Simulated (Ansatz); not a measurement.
# Br₂GaH₃OSi: taking an electron away

An exercise on one series of results from a longer session: the logs are not shown, and one member is left open.

Program: Ansatz 0.2.0, Gaussian basis. Level of theory: unrestricted cation, the program's frozen cores in correlated methods. These are calculated values, not measurements.

Plan: UKS PBE-D4/def2-TZVPP; UKS r2SCAN-D4/def2-TZVPP; UKS PBE0-D4/def2-TZVPP; UKS B3LYP-D4/def2-TZVPP; UKS wB97X-V/def2-TZVPP; UKS wB97M-V/def2-TZVPP; UKS B2PLYP/def2-TZVPP; UHF-CCSD(T)/def2-TZVPP; UHF-MP2/def2-QZVPP; extrapolation to the limit; then −ε(HOMO) from the neutral's earlier runs with LDA (SPW92), PBE-D4, revPBE-D4, BLYP-D4, r2SCAN-D4, B97M-V, PBE0-D4, B3LYP-D4, r2SCANh-D4, r2SCAN0-D4, HSE06-D4, BHLYP-D4, CAM-B3LYP-D4, LC-ωPBE, ωB97X-V, ωB97M-V.

## The geometry

All runs share one geometry, relaxed beforehand with PBE0-D4 in a triple-zeta def2 set.

SMILES `[SiH3][O][Ga]([Br])[Br]`, 8 atoms, charge 0, spin multiplicity 1.

Atoms are counted from 1 here; the program's logs count them from 0.

Bond lengths: Si1–O2 1.642 Å, Si1–H6 1.487 Å, Si1–H7 1.484 Å, Si1–H8 1.488 Å, O2–Ga3 1.757 Å, Ga3–Br4 2.254 Å, Ga3–Br5 2.263 Å. Angles: O2–Si1–H6 110.1°, O2–Si1–H7 108.0°, O2–Si1–H8 111.0°, H6–Si1–H7 109.5°, H6–Si1–H8 108.8°, H7–Si1–H8 109.4°, Si1–O2–Ga3 138.0°, O2–Ga3–Br4 118.3°, O2–Ga3–Br5 119.8°, Br4–Ga3–Br5 121.9°.

The first run:

The input, in.yaml:

```yaml
crystal:
  periodic: [false, false, false]
  atoms:
    - {symbol: Si, position_ang: [0.271719, -0.624843, 1.297112]}
    - {symbol: O, position_ang: [-0.337724, -0.562070, -0.226181]}
    - {symbol: Ga, position_ang: [-0.402222, 0.579399, -1.560661]}
    - {symbol: Br, position_ang: [-1.466090, -0.042116, -3.447878]}
    - {symbol: Br, position_ang: [0.571259, 2.611545, -1.350548]}
    - {symbol: H, position_ang: [-0.693893, -0.030300, 2.258316]}
    - {symbol: H, position_ang: [0.499621, -2.049824, 1.642246]}
    - {symbol: H, position_ang: [1.557330, 0.118220, 1.387603]}
basis:
  gaussian: {orbitals: def2-TZVPP}
total_charge: 1
magnetization: {spin_polarized: true, initial_magnetization: 1}
hamiltonian: {xc: pbe, dispersion: d4}
```

The run is started by

```bash
$ ansatz run in.yaml --threads 2 --pin off --events-out ev --progress --plain --max-ram 20480MiB --backend cpu
```

Among the steps run: Cation, UKS PBE-D4/def2-TZVPP; Cation, UKS r2SCAN-D4/def2-TZVPP; Cation, UKS PBE0-D4/def2-TZVPP; Cation, UKS B3LYP-D4/def2-TZVPP; Cation, UKS wB97X-V/def2-TZVPP; Cation, UKS wB97M-V/def2-TZVPP; Cation, UKS B2PLYP (frozen core)/def2-TZVPP; Cation, UHF-CCSD(T)/def2-TZVPP; Cation, UHF-MP2/def2-QZVPP.

One table of the session follows, with a row left open; its other results are not shown here.

Orbital estimates, from the neutral's runs:

| functional | −ε(HOMO) (eV) |
| --- | --- |
| LDA (SPW92) | 7.62 |
| PBE-D4 | 7.48 |
| revPBE-D4 | 7.42 |
| BLYP-D4 | 7.30 |
| r2SCAN-D4 | 7.83 |
| B97M-V | 7.91 |
| PBE0-D4 | 8.79 |
| B3LYP-D4 | 8.51 |
| r2SCANh-D4 | 8.31 |
| r2SCAN0-D4 | 9.03 |
| HSE06-D4 | ? |
| BHLYP-D4 | 9.91 |
| CAM-B3LYP-D4 | 10.10 |
| LC-ωPBE | 11.52 |
| ωB97X-V | 11.15 |
| ωB97M-V | 11.01 |

Estimate the missing values for HSE06-D4.

As computed: −ε(HOMO) (eV): 8.39. In the column «−ε(HOMO) (eV)» it lies between r2SCANh-D4 (8.31) and B3LYP-D4 (8.51).
